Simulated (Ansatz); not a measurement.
# GeW (Fm-3m) in Ansatz: settings compared

Aim: see how the results for GeW move with the level of theory and the settings. Levels: PBE+D4, PBEsol+D3(BJ), PBEsol+D4. Tasks: relaxation of cell and atoms.

Everything below comes from runs of Ansatz 0.2.0. Logs are shortened: lines on timing, memory, paths and dates and some standing lists are left out, and cuts for length are marked.

## (1) The crystal as given

It takes space group Fm-3m (No. 225, cubic). The conventional cell has a = 5.155 Å, b = 5.155 Å, c = 5.155 Å, α = 90.00°, β = 90.00°, γ = 90.00°. Ge (site symmetry m-3m) has 6 W at 2.58 Å as nearest neighbours. W (site symmetry m-3m) is surrounded by 6 Ge at 2.58 Å.

The cell was built by a generator and needn't be a form met in nature.

## (2) Relaxation of cell and atoms, PBE+D4

input.yaml reads:

```yaml
crystal:
  lattice:
    - [0.0, 2.57761, 2.57761]
    - [2.57761, 0.0, 2.57761]
    - [2.57761, 2.57761, 0.0]
  atoms:
    - { symbol: Ge, position: [0.5, 0.5, 0.5] }
    - { symbol: W, position: [0.0, 0.0, 0.0] }
hamiltonian:
  xc: pbe
  pseudopotentials: { kind: paw }
  dispersion: d4
kpoints:
  mp_grid: { grid: [9, 9, 9] }
scf:
  occupations: { method: fermi_dirac, width: 0.05 }
output:
  forces: true
  stress: true
  eigenvalues: true
relax:
  f_tol: 0.01
  max_steps: 40
  cell: { stress_tol: 0.05 }
```

Potentials or basis: Ansatz PAW.

Command:

```sh
> ansatz run input.yaml --threads 2 --pin off --max-ram 5632MiB --backend cpu --events-out ev --progress --plain --runs-dir out
```

Output:

```text
Warning: RAYON_NUM_THREADS=2 ignored (pool sized by the plan → 2); use --threads N
Engine: ansatz 0.2.0, aarch64-unknown-linux-gnu
Pseudopotentials: kind: paw
Pseudopotential: Ge, paw, valence charge 14, recommended cutoff 420 eV (normal), Ge.paw.azcp
Pseudopotential: W, paw, valence charge 14, recommended cutoff 420 eV (normal), W.paw.azcp
Functional definition: PBE
  parameter kappa = 0.804
  parameter beta = 0.06672455060314922
  exchange = pbe_x(kappa = kappa, mu = beta*pi^2/3)
  correlation = pbe_c(beta = beta)
Crystal: 2 atoms, lattice volume = 34.252 Å³
Basis set: ecut = 420 eV, 645 PW (Γ), exchange–correlation on 50×50×50 points (8 copies of the dense FFT grid, shifted against one another)
Bands: 18, of which v1, the nominal top of the filled ones, is band 14 counted from 1 (13 counted from 0)
Symmetry: 48 space group operations
Space group: Fm-3m (ITA 225), of the structure as read, at distance tolerance 3.2e-5 Å
k-points: 35 of 729
Non-local potential: Ge, projectors of the file, l = 0: 2, l = 1: 2, l = 2: 3, l = 3: 1
Non-local potential: W, projectors of the file, l = 0: 3, l = 1: 2, l = 2: 2, l = 3: 1
PAW form: soft (Blöchl's): semilocal exchange-correlation on the pseudo side does not see the compensation charge
PAW one-centre angular grid: Ge, 590 points (default); XC on 64 Gauss nodes
PAW one-centre angular grid: W, 590 points (default); XC on 64 Gauss nodes
Initial density: superposition of atomic densities (neutral atoms: chi_scale 0, normalization atom), corrected by the library's trained network
Initial wavefunctions: pseudopotential atomic-orbital guess
Functional: x = pbe(κ = 0.804, μ = 0.2195149727645171), c = pbe(β = 0.06672455060314922)
SCF iter   1: F=—  HF=-14679.085553 eV  |F-HF|=—  |Δ(HF+E_count)|=         —  Δρ=5.17e-3  dr2=1.07e-2  ethr=1.77e-3  ⟨swp⟩=5.8  Hψ=3180  notcnv=0
preconditioner: auto → Kerker (q_TF=auto, 2.638 Å⁻¹)  [metal: Δε(μ)=0.048 eV  Ē_g=16.962 eV  σ=0.050 eV  W_gap=0.23  n_scr=14 (ndim 8)  ℏωp=28.4 eV  f_vac=0.000  D(μ)=3.01/eV (n_scr^D=26)]
SCF iter   2: F=—  HF=-14679.083836 eV  |F-HF|=—  |Δ(HF+E_count)|=   1.72e-3  Δρ=2.49e-3  dr2=1.94e-3  ethr=3.84e-5  ⟨swp⟩=1.1  Hψ=922  notcnv=0
SCF iter   3: F=—  HF=-14679.083684 eV  |F-HF|=—  |Δ(HF+E_count)|=   1.52e-4  Δρ=5.70e-4  dr2=5.78e-5  ethr=6.93e-6  ⟨swp⟩=2.0  Hψ=776  notcnv=0
SCF iter   4: F=—  HF=-14679.083704 eV  |F-HF|=—  |Δ(HF+E_count)|=   2.00e-5  Δρ=1.84e-4  dr2=9.05e-6  ethr=2.06e-7  ⟨swp⟩=2.1  Hψ=976  notcnv=0
SCF iter   5: F=—  HF=-14679.083696 eV  |F-HF|=—  |Δ(HF+E_count)|=   8.25e-6  Δρ=5.70e-5  dr2=9.38e-7  ethr=3.23e-8  ⟨swp⟩=2.0  Hψ=942  notcnv=0
SCF iter   6: F=-14679.083696 eV  HF=-14679.083696 eV  |F-HF|=6.27e-9  |Δ(HF+E_count)|=   6.00e-8  Δρ=1.18e-5  dr2=4.01e-8  ethr=3.57e-10  ⟨swp⟩=5.6  Hψ=2675  notcnv=0
SCF 1 converged in 6 iterations: F = -14679.083696 eV  dr2 = 4.01e-8
[... 35 lines left out ...]
SCF iter   4: F=—  HF=-14679.094644 eV  |F-HF|=—  |Δ(HF+E_count)|=   1.01e-9  Δρ=1.31e-6  dr2=3.19e-10  ethr=1.35e-11  ⟨swp⟩=2.9  Hψ=1287  notcnv=0
SCF iter   5: F=-14679.094644 eV  HF=-14679.094644 eV  |F-HF|=7.28e-12  |Δ(HF+E_count)|=  1.31e-10  Δρ=2.63e-7  dr2=1.84e-11  ethr=1.00e-12  ⟨swp⟩=4.9  Hψ=2907  notcnv=0
SCF 5 converged in 5 iterations: F = -14679.094644 eV  dr2 = 1.84e-11
relax step   5: F+E_penalty+E_count = -14679.09464360 eV  Δ(F+E_penalty+E_count) = +2.412e-4 eV  max|allowed force component| = 1.160e-29 eV/Å  Δτ_max = 0.0000 Å  P = -0.005 GPa  Ω = 33.436 Å³  stress off target by 5.17e-3 GPa  SCF on the basis re-selected at this cell (its energy is not comparable with the rows above)  (5 SCF iters)
basis re-selected at this cell: Δ(F+E_penalty+E_count) = +2.412e-4 eV, ΔP = -0.001 GPa vs the last step (what re-selecting the basis moved, of the pressure what is left beyond the Pulay correction that the steps carried, after the strain that the cell walked since its last selection, with what the two solves' SCF thresholds leave and, on support functions, any second-order correction that the steps lacked; it is no measure of the basis error at this ecutwfc). This SCF's stress stands 5.17e-3 GPa from its target on what of the cell is left free (relax.cell.stress_tol is 5.00e-2 GPa) and its largest allowed force component is 1.16e-29 eV/Å (relax.f_tol is 1.00e-2 eV/Å): within both
SCF converged after 5 iterations
Free energy (F): -14679.094644 eV
Harris-Foulkes:  -14679.094644 eV  (|F-HF|=7.28e-12)
Internal energy: -14679.071025 eV  (E = F + TS)
E sigma→0 (E₀):  -14679.082834 eV
Entropy (-TS):   -0.023619 eV (-11.809 meV/atom)
Fermi energy:    17.100472 eV
--- Per-component energies (eV) ---
  E_band       = -190.365016
  E_kinetic    = 563.794492
  E_local      = -2779.407203  (includes V_loc(G=0)·N_el)
  E_nonlocal   = 422.280694
  E_hartree    = 1173.412108
  E_xc         = -342.631152
  E_vxc        = -303.712474  (∫ρ·V_xc dr)
  E_paw        = -10583.751446  (= ΣΔE_a)
  E_vpaw       = -440.144984  (= ΣTr[D̂ρ^β])
  E_aug_tail   = 0.000283  (compensation charges beyond the density's cutoff)
  E_ewald      = -3131.718660
  E_disp       = -1.050141  (pairwise vdW)
  E_smearing   = -0.023619  (= −TS)
  E_closure    = 0.000000  (closes the sum)
  Σ components = -14679.094644   (vs F -14679.094644, Δ=0.00e0)
--- Forces (eV/Å), atoms counted from 1 ---
  atom   1  Ge     0.00000000    -0.00000000    -0.00000000
  atom   2  W     -0.00000000     0.00000000     0.00000000
  max |Σ_I F_I| component: 2.10e-29 eV/Å
--- Stress (GPa, compression-positive) ---
       -0.005167      -0.000000      -0.000000
       -0.000000      -0.005167      -0.000000
       -0.000000      -0.000000      -0.005167
  P = ⅓ Tr σ = -0.0052 GPa (-0.052 kbar)
--- Band table (eV; the first three rows and the last of 35) ---
  k-point 0: bands = ["-57.2876", "-21.5284", "-21.5284", "-21.5284", "-7.3740", "-7.3740", "-7.3106", "-7.3106", "-7.3106", "4.5914", "15.4264", "15.4264", "15.4264", "16.2055", "16.2055", "19.5841", "19.5841", "19.5841"]
  k-point 1: bands = ["-57.2872", "-21.5419", "-21.5308", "-21.5308", "-7.3690", "-7.3690", "-7.3093", "-7.3085", "-7.3085", "4.8396", "14.9634", "15.3149", "15.3149", "15.8934", "15.8934", "19.0243", "20.4718", "20.4718"]
  k-point 2: bands = ["-57.2860", "-21.5760", "-21.5370", "-21.5370", "-7.3565", "-7.3565", "-7.3061", "-7.3031", "-7.3031", "5.5607", "13.6824", "14.4651", "14.4651", "16.2686", "16.2686", "18.3556", "22.2473", "22.2473"]
  k-point 34: bands = ["-57.2828", "-21.6072", "-21.5931", "-21.5721", "-7.3647", "-7.3396", "-7.3035", "-7.2964", "-7.2825", "7.8919", "12.3384", "12.9954", "13.4921", "17.6783", "17.6783", "18.6770", "18.7041", "20.6718"]
--- Relaxed structure (4 steps of the walk, 4 accepted, 1 SCFs on fresh bases) ---
  F+E_penalty+E_count = -14679.09464360 eV   max|allowed force component| = 1.160e-29 eV/Å   (the final SCF, on the basis selected at the relaxed cell)
  cell:  # Å, volume = 33.4364 Å³
    - [-1.5668269001153923e-33, 2.556995733958677, 2.556995733958677]
    - [2.556995733958677, -7.802288425371367e-34, 2.556995733958677]
    - [2.556995733958677, 2.556995733958677, -1.0222590140996772e-33]
  atoms:
    - { symbol: Ge, position: [0.5, 0.5, 0.5] }
    - { symbol: W, position: [1.0460472771840237e-33, -1.2951061527040138e-33, -2.490588755200713e-34] }
```

Wall time 6.6 s (2 threads of Arm Neoverse N1, shared host); peak memory 0.32 GiB.

What came out:

```yaml
Free_energy: -14679.0946 eV
Relaxed_volume: 16.72 Å³/atom
Relaxed_cell: a = 3.616 Å, b = 3.616 Å, c = 3.616 Å, α = 60.00°, β = 60.00°, γ = 60.00°
Space_group_after_relaxing_to_0.05_Å: Fm-3m (No. 225)
Energy_gained_by_relaxing: 5.5 meV/atom
Ionic_steps: 5
Pressure_after_relaxing: 0.0 GPa
Band_gap_on_the_k_mesh: none (metal or under the smearing width)
```

The path:
```
step  energy change (eV)  largest force (eV/Å)  volume (Å³)
   1              0.0000                0.0000        34.25
   2             -0.0053                0.0000        32.85
   3             -0.0112                0.0000        33.46
   4             -0.0112                0.0000        33.44
   5             -0.0109                0.0000        33.44
```

Final structure:
```
Ge W
1.0
     0.00000    2.55700    2.55700
     2.55700    0.00000    2.55700
     2.55700    2.55700    0.00000
Ge W
1 1
Direct
  0.50000 0.50000 0.50000
  0.00000 0.00000 0.00000
```

Levels at points of the mesh, in eV from the Fermi level:
```csv
k point,band 11,band 12,band 13,band 14,band 15,band 16,band 17,band 18
"(0.00, 0.00, 0.00)",-1.67,-1.67,-1.67,-0.89,-0.89,2.48,2.48,2.48
```

Caveat: the plane-wave basis is chosen anew once the cell has moved, so the energies of steps on either side of that aren't comparable; pairwise dispersion overbinds metals, which lowers pressure and volume.

## (3) Relaxation of cell and atoms, PBEsol+D3(BJ)

input.yaml: that of step 2 with these lines changed.

```diff
@@ -9,5 +9,5 @@
 hamiltonian:
-  xc: pbe
+  xc: pbesol
   pseudopotentials: { kind: paw }
-  dispersion: d4
+  dispersion: d3bj
 kpoints:
```

Potentials or basis: Ansatz PAW.

Command:

```sh
> ansatz run input.yaml --threads 2 --pin off --max-ram 5632MiB --backend cpu --events-out ev --progress --plain --runs-dir out
```

Output:

```text
Warning: RAYON_NUM_THREADS=2 ignored (pool sized by the plan → 2); use --threads N
[... 4 set-up lines as earlier in the session ...]
Functional definition: PBEsol
  exchange = pbesol_x
  correlation = pbesol_c
Crystal: 2 atoms, lattice volume = 34.252 Å³
Basis set: ecut = 420 eV, 645 PW (Γ), exchange–correlation on 50×50×50 points (8 copies of the dense FFT grid, shifted against one another)
Bands: 18, of which v1, the nominal top of the filled ones, is band 14 counted from 1 (13 counted from 0)
[... 2 set-up lines as earlier in the session ...]
k-points: 35 of 729
[... 3 set-up lines as earlier in the session ...]
PAW frozen core: Ge, regenerated for the run's functional, and the local potential with it (the file was generated under x = pbe(κ = 0.804, μ = 0.2195149727645171), c = pbe(β = 0.06672455060314922))
PAW frozen core: W, regenerated for the run's functional, and the local potential with it (the file was generated under x = pbe(κ = 0.804, μ = 0.2195149727645171), c = pbe(β = 0.06672455060314922))
[... 4 set-up lines as earlier in the session ...]
Functional: x = pbesol(κ = 0.804, μ = 0.12345679012345678), c = pbesol(β = 0.046)
SCF iter   1: F=—  HF=-14509.409101 eV  |F-HF|=—  |Δ(HF+E_count)|=         —  Δρ=5.88e-3  dr2=1.30e-2  ethr=1.77e-3  ⟨swp⟩=5.8  Hψ=3188  notcnv=0
preconditioner: auto → Kerker (q_TF=auto, 2.638 Å⁻¹)  [metal: Δε(μ)=0.059 eV  Ē_g=16.908 eV  σ=0.050 eV  W_gap=0.28  n_scr=14 (ndim 8)  ℏωp=28.4 eV  f_vac=0.000  D(μ)=2.98/eV (n_scr^D=26)]
SCF iter   2: F=—  HF=-14509.405968 eV  |F-HF|=—  |Δ(HF+E_count)|=   3.13e-3  Δρ=2.65e-3  dr2=2.31e-3  ethr=4.66e-5  ⟨swp⟩=1.2  Hψ=966  notcnv=0
SCF iter   3: F=—  HF=-14509.405513 eV  |F-HF|=—  |Δ(HF+E_count)|=   4.56e-4  Δρ=6.26e-4  dr2=1.09e-4  ethr=8.25e-6  ⟨swp⟩=2.0  Hψ=781  notcnv=0
SCF iter   4: F=—  HF=-14509.405488 eV  |F-HF|=—  |Δ(HF+E_count)|=   2.46e-5  Δρ=2.99e-4  dr2=2.23e-5  ethr=3.89e-7  ⟨swp⟩=2.0  Hψ=879  notcnv=0
SCF iter   5: F=—  HF=-14509.405483 eV  |F-HF|=—  |Δ(HF+E_count)|=   5.27e-6  Δρ=6.97e-5  dr2=1.86e-6  ethr=7.96e-8  ⟨swp⟩=2.1  Hψ=890  notcnv=0
SCF iter   6: F=-14509.405482 eV  HF=-14509.405482 eV  |F-HF|=2.40e-8  |Δ(HF+E_count)|=   5.88e-7  Δρ=1.27e-5  dr2=5.37e-8  ethr=3.57e-10  ⟨swp⟩=2.9  Hψ=2426  notcnv=0
SCF 1 converged in 6 iterations: F = -14509.405482 eV  dr2 = 5.37e-8
relax step   1: F+E_penalty+E_count = -14509.40548207 eV  Δ(F+E_penalty+E_count) = +0.000e0 eV  max|allowed force component| = 1.525e-28 eV/Å  Δτ_max = 0.0000 Å  P = -10.681 GPa  Ω = 34.252 Å³  (6 SCF iters, dr2 threshold 1.00e-7 eV, accepted)
Crystal: 2 atoms, lattice volume = 30.759 Å³
Basis set: ecut = 420 eV, 609 PW (Γ), exchange–correlation on 50×50×50 points (8 copies of the dense FFT grid, shifted against one another)
Initial density: handed on by an earlier stage of this run
Initial wavefunctions: those handed on with the density
iter 1 solved again at ethr=5.25e-6 eV; its pass at ethr=3.10e-3 eV (dr2=1.47e-3 eV) is discarded
SCF iter   1: F=—  HF=-14509.430182 eV  |F-HF|=—  |Δ(HF+E_count)|=         —  Δρ=2.84e-3  dr2=1.47e-3  ethr=5.25e-6  ⟨swp⟩=2.2  Hψ=4021  notcnv=0
preconditioner: auto → Kerker (q_TF=auto, 2.686 Å⁻¹)  [metal: Δε(μ)=0.032 eV  Ē_g=17.505 eV  σ=0.050 eV  W_gap=0.16  n_scr=14 (ndim 8)  ℏωp=29.9 eV  f_vac=0.000  D(μ)=2.90/eV (n_scr^D=26)]
SCF iter   2: F=—  HF=-14509.430916 eV  |F-HF|=—  |Δ(HF+E_count)|=   7.34e-4  Δρ=1.84e-3  dr2=6.69e-4  ethr=5.25e-6  ⟨swp⟩=1.3  Hψ=685  notcnv=0
SCF iter   3: F=—  HF=-14509.431191 eV  |F-HF|=—  |Δ(HF+E_count)|=   2.75e-4  Δρ=5.15e-4  dr2=7.38e-5  ethr=2.39e-6  ⟨swp⟩=2.1  Hψ=846  notcnv=0
[... 38 lines left out ...]
SCF iter   2: F=—  HF=-14509.476500 eV  |F-HF|=—  |Δ(HF+E_count)|=   1.63e-6  Δρ=5.69e-5  dr2=2.44e-7  ethr=1.61e-9  ⟨swp⟩=2.5  Hψ=1090  notcnv=0
SCF iter   3: F=—  HF=-14509.476500 eV  |F-HF|=—  |Δ(HF+E_count)|=   2.46e-8  Δρ=1.76e-5  dr2=2.32e-8  ethr=8.71e-10  ⟨swp⟩=2.5  Hψ=1114  notcnv=0
SCF iter   4: F=—  HF=-14509.476500 eV  |F-HF|=—  |Δ(HF+E_count)|=   1.39e-8  Δρ=2.56e-6  dr2=1.42e-9  ethr=8.30e-11  ⟨swp⟩=2.5  Hψ=1030  notcnv=0
SCF iter   5: F=—  HF=-14509.476500 eV  |F-HF|=—  |Δ(HF+E_count)|=  1.75e-10  Δρ=2.97e-7  dr2=2.25e-11  ethr=5.07e-12  ⟨swp⟩=2.0  Hψ=973  notcnv=0
SCF iter   6: F=-14509.476500 eV  HF=-14509.476500 eV  |F-HF|=3.64e-12  |Δ(HF+E_count)|=  3.64e-12  Δρ=4.94e-8  dr2=3.77e-13  ethr=1.00e-12  ⟨swp⟩=5.8  Hψ=2678  notcnv=0
SCF 6 converged in 6 iterations: F = -14509.476500 eV  dr2 = 3.77e-13
relax step   6: F+E_penalty+E_count = -14509.47650024 eV  Δ(F+E_penalty+E_count) = +5.398e-4 eV  max|allowed force component| = 1.321e-29 eV/Å  Δτ_max = 0.0000 Å  P = -0.000 GPa  Ω = 32.236 Å³  stress off target by 1.23e-5 GPa  SCF on the basis re-selected at this cell (its energy is not comparable with the rows above)  (6 SCF iters)
basis re-selected at this cell: Δ(F+E_penalty+E_count) = +5.398e-4 eV, ΔP = -0.000 GPa vs the last step (what re-selecting the basis moved, of the pressure what is left beyond the Pulay correction that the steps carried, after the strain that the cell walked since its last selection, with what the two solves' SCF thresholds leave and, on support functions, any second-order correction that the steps lacked; it is no measure of the basis error at this ecutwfc). The dense FFT grid was sized anew with the basis: this SCF ran on 24×24×24 points, the steps before it on 25×25×25, so part of this shift can come from that change (see relax.cell in the input reference). This SCF's stress stands 1.23e-5 GPa from its target on what of the cell is left free (relax.cell.stress_tol is 5.00e-2 GPa) and its largest allowed force component is 1.32e-29 eV/Å (relax.f_tol is 1.00e-2 eV/Å): within both
SCF converged after 6 iterations
Free energy (F): -14509.476500 eV
Harris-Foulkes:  -14509.476500 eV  (|F-HF|=3.64e-12)
Internal energy: -14509.453374 eV  (E = F + TS)
E sigma→0 (E₀):  -14509.464937 eV
Entropy (-TS):   -0.023126 eV (-11.563 meV/atom)
Fermi energy:    17.690912 eV
--- Per-component energies (eV) ---
  E_band       = -174.687511
  E_kinetic    = 565.987832
  E_local      = -2728.697205  (includes V_loc(G=0)·N_el)
  E_nonlocal   = 426.831783
  E_hartree    = 1154.436114
  E_xc         = -341.200870
  E_vxc        = -304.761623  (∫ρ·V_xc dr)
  E_paw        = -10416.731388  (= ΣΔE_a)
  E_vpaw       = -442.920782  (= ΣTr[D̂ρ^β])
  E_aug_tail   = 0.000241  (compensation charges beyond the density's cutoff)
  E_ewald      = -3170.126954
  E_disp       = -1.092657  (pairwise vdW)
  E_core_change = 1.139728  (= ΣΔE_core)
  E_smearing   = -0.023126  (= −TS)
  E_closure    = 0.000000  (closes the sum)
  Σ components = -14509.476500   (vs F -14509.476500, Δ=0.00e0)
--- Forces (eV/Å), atoms counted from 1 ---
  atom   1  Ge     0.00000000    -0.00000000     0.00000000
  atom   2  W     -0.00000000     0.00000000    -0.00000000
  max |Σ_I F_I| component: 1.99e-29 eV/Å
--- Stress (GPa, compression-positive) ---
       -0.000012      -0.000000      -0.000000
       -0.000000      -0.000012      -0.000000
       -0.000000      -0.000000      -0.000012
  P = ⅓ Tr σ = -0.0000 GPa (-0.000 kbar)
--- Band table (eV; the first three rows and the last of 35) ---
  k-point 0: bands = ["-56.6309", "-20.8745", "-20.8745", "-20.8745", "-6.7997", "-6.7997", "-6.7277", "-6.7277", "-6.7277", "4.9014", "15.9161", "15.9161", "15.9161", "16.7742", "16.7742", "20.2671", "20.2671", "20.2671"]
  k-point 1: bands = ["-56.6304", "-20.8905", "-20.8774", "-20.8774", "-6.7937", "-6.7937", "-6.7262", "-6.7252", "-6.7252", "5.1604", "15.4386", "15.8149", "15.8149", "16.4338", "16.4338", "19.7228", "21.1945", "21.1945"]
  k-point 2: bands = ["-56.6290", "-20.9309", "-20.8849", "-20.8849", "-6.7786", "-6.7786", "-6.7224", "-6.7190", "-6.7190", "5.9123", "14.1406", "14.9487", "14.9487", "16.8095", "16.8095", "19.0451", "23.0500", "23.0500"]
  k-point 34: bands = ["-56.6249", "-20.9676", "-20.9508", "-20.9264", "-6.7880", "-6.7584", "-6.7195", "-6.7111", "-6.6950", "8.3291", "12.7729", "13.4244", "13.9655", "18.2951", "18.3205", "19.3801", "19.3853", "21.5053"]
--- Relaxed structure (5 steps of the walk, 5 accepted, 1 SCFs on fresh bases) ---
  F+E_penalty+E_count = -14509.47650024 eV   max|allowed force component| = 1.321e-29 eV/Å   (the final SCF, on the basis selected at the relaxed cell)
  cell:  # Å, volume = 32.2358 Å³
    - [4.967987732073199e-34, 2.5260159510892306, 2.5260159510892306]
    - [2.5260159510892306, -3.8215290246716945e-35, 2.5260159510892306]
    - [2.5260159510892306, 2.5260159510892306, 1.5031347497041992e-33]
  atoms:
    - { symbol: Ge, position: [0.5, 0.5, 0.5] }
    - { symbol: W, position: [1.9924710041599783e-33, -2.9887065062399364e-33, 1.9924710041591202e-34] }
```

Wall time 7.1 s (2 threads of Arm Neoverse N1, shared host); peak memory 0.32 GiB.

Results:

- Free energy: -14509.4765 eV
- Relaxed volume: 16.12 Å³/atom
- Relaxed cell: a = 3.572 Å, b = 3.572 Å, c = 3.572 Å, α = 60.00°, β = 60.00°, γ = 60.00°
- Space group after relaxing (to 0.05 Å): Fm-3m (No. 225)
- Energy gained by relaxing: 35.5 meV/atom
- Ionic steps: 6
- Pressure after relaxing: 0.0 GPa
- Band gap on the k mesh: none (metal or under the smearing width)

The path:
```tsv
step	energy change (eV)	largest force (eV/Å)	volume (Å³)
1	0.0000	0.0000	34.25
2	-0.0257	0.0000	30.76
3	-0.0710	0.0000	32.39
4	-0.0716	0.0000	32.25
5	-0.0716	0.0000	32.24
6	-0.0710	0.0000	32.24
```

Final structure:
```xyz
2
Lattice="0.0000 2.5260 2.5260 2.5260 0.0000 2.5260 2.5260 2.5260 0.0000" Properties=species:S:1:pos:R:3 pbc="T T T"
Ge    2.5260    2.5260    2.5260
W     0.0000    0.0000    0.0000
```

Levels at points of the mesh, in eV from the Fermi level:
```
           k point  band 10  band 11  band 12  band 13  band 14  band 15  band 16  band 17  band 18
(0.00, 0.00, 0.00)   -12.79    -1.77    -1.77    -1.77    -0.92    -0.92     2.58     2.58     2.58
```

Caveat: the plane-wave basis is chosen anew once the cell has moved, so the energies of steps on either side of that aren't comparable; pairwise dispersion overbinds metals, which lowers pressure and volume; the PAW data sets come from PBE, with cores solved anew for the run's functional, which leaves a small shift of forces and pressure. Spin-orbit coupling is left out, which matters for the levels of W.

(Part 1 of 2 ends here.)
